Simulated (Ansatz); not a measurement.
Cd2S under changes of volume

One of the cells (26.333 Å³/atom); the others are scaled copies at fixed shape and fractional positions:

```
Cd S
1.0
     3.96267    0.00000    0.00000
    -1.98134    3.43177    0.00000
     0.00000    0.00000    5.80919
Cd S
2 1
Direct
  0.33333 0.66667 0.93272
  0.66667 0.33333 0.57873
  0.33333 0.66667 0.36571
```

The cell comes from a database or a generator and needn't be the stable form of this composition.

```yaml
Program: Ansatz 0.2.0
Functional: PBEsol
Potentials_or_basis: all-electron LAPW, scalar-relativistic
Cutoff: 229 eV (chosen from the basis error)
Basis_error_allowed: 0.002 eV/atom
k_mesh: 8 × 8 × 5
Occupations: fermi-dirac, width 0.05 eV
Spin: no spin polarisation
```

| volume (Å³/atom) | energy over the lowest point (meV/atom) | pressure (GPa) | gap on the mesh (eV) | largest force (eV/Å) |
| --- | --- | --- | --- | --- |
| 24.753 | 0.00 | -0.3 | 0.20 | 0.108 |
| 25.280 | 2.75 | -1.3 | 0.20 | 0.060 |
| 25.806 | ? | ? | ? | ? |
| 26.333 | 17.16 | -3.0 | 0.22 | 0.143 |
| 26.860 | 28.15 | -3.7 | 0.24 | 0.213 |
| 27.386 | 41.26 | -4.3 | 0.26 | 0.278 |
| 27.913 | 56.24 | -4.8 | 0.28 | 0.339 |

Question: What does the run at 25.806 Å³/atom give?

Answer: Energy over the lowest point 8.59 meV/atom; pressure -2.2 GPa; gap on the mesh 0.21 eV; largest force 0.082 eV/Å.

Worked out: A Birch-Murnaghan fit of order 3 (a polynomial in V^(-2/3)) to the other rows has its minimum at 24.60 Å³/atom, just outside them, with B0 = V·E''(V) = 52 GPa and B' = 4.9 at fixed shape and positions, which overstates the stiffness. It gives 8.58 meV/atom at 25.806 Å³/atom, against the run's 8.59, and -dE/dV = -2.2 GPa, against -2.2. A parabola through the other rows of the gap, of slope 0.491 eV per unit of ln V there, gives 0.21 eV, against the run's 0.21.

Energies are extrapolated to zero smearing.

Caveats: an odd mesh through Γ misses points on the zone boundary, where band edges often lie. Spin-orbit coupling on Cd is left out.
